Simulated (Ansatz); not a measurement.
# SiBr+ (singlet): the correlation ladder, cc-pVTZ

Aim: climb from Hartree-Fock through coupled cluster and multireference methods for SiBr+ (singlet) at one geometry and basis, and see what each rung misses.

The runs use Ansatz 0.2.0, Gaussian basis; cc-pVTZ, core rule «outside noble gas», up to 19 orbitals frozen.

The runs, in order: UHF; CCSD(T) on RHF; BCCD(T) on RHF; CISD; CCSDT(Q) on RHF; CASSCF and MRCISD+Q, 10 electrons in 8 orbitals; CASSCF and NEVPT2, 10 electrons in 8 orbitals.

16 further runs of the same task are left out: 2 for a known fault of the program, 6 that didn't finish, 8 set aside as unsound or not needed.

## (1) The geometry

The geometry is a PBE0/def2-TZVP stationary point (not a proven minimum) of the parent state, kept for this charge and spin. No spin-orbit coupling is included. The filled d shell of Br may be among the frozen orbitals whatever the setting's name suggests; the logs give the count.

2 atoms, charge 1, spin multiplicity 1.

Atoms are counted from 1 here; the program's logs count them from 0.

Bond lengths: Si1–Br2 2.144 Å.

## (2) UHF

File in.yaml:

```yaml
crystal:
  periodic: [false, false, false]
  atoms:
    - {symbol: Si, position_ang: [0.000000, 0.000000, 0.000000]}
    - {symbol: Br, position_ang: [0.000000, 0.000000, 2.143900]}
basis:
  gaussian: {orbitals: cc-pVTZ}
total_charge: 1
magnetization: {spin_polarized: true, initial_magnetization: 0}
hamiltonian: {xc: hf}
output: {orbitals: {seedname: orbitals}}
```

Run with:

```
$ ansatz run in.yaml --threads 1 --pin off --events-out ev --progress --plain --max-ram 2393MiB
```

Further steps of the session: CCSD(T) on RHF; BCCD(T) on RHF; CISD; CCSDT(Q) on RHF; CASSCF and MRCISD+Q, 10 electrons in 8 orbitals; CASSCF and NEVPT2, 10 electrons in 8 orbitals.

Before running them: what should the planned runs give, taken together? Wanted: RCCSDT(Q) below the RHF energy; RMP2 from RCCSDT(Q); RCCSD from RCCSDT(Q); RCCSD(T) from RCCSDT(Q); NEVPT2 valence from RCCSDT(Q); MRCISD+Q valence from RCCSDT(Q); T1 diagnostic; effectively unpaired electrons.

The runs gave:

| quantity | value |
| --- | --- |
| RCCSDT(Q) below the RHF energy | -7.3284 eV |
| RMP2 from RCCSDT(Q) | +1085.5 meV |
| RCCSD from RCCSDT(Q) | +400.3 meV |
| RCCSD(T) from RCCSDT(Q) | +50.9 meV |
| NEVPT2 valence from RCCSDT(Q) | +1440.8 meV |
| MRCISD+Q valence from RCCSDT(Q) | +97.0 meV |
| levels within 1 kcal/mol (43 meV) | RCCSDT |
| T1 diagnostic | 0.021 |
| effectively unpaired electrons | 0.02 |

In words: RCCSD(T) lands +50.9 meV from the yardstick (0.7 % of the correlation energy). One determinant dominates. Of the multireference levels listed MRCISD+Q valence comes nearest in total energy (+97.0 meV), which doesn't show that its space is the better one. These misses are within one basis, not against nature.
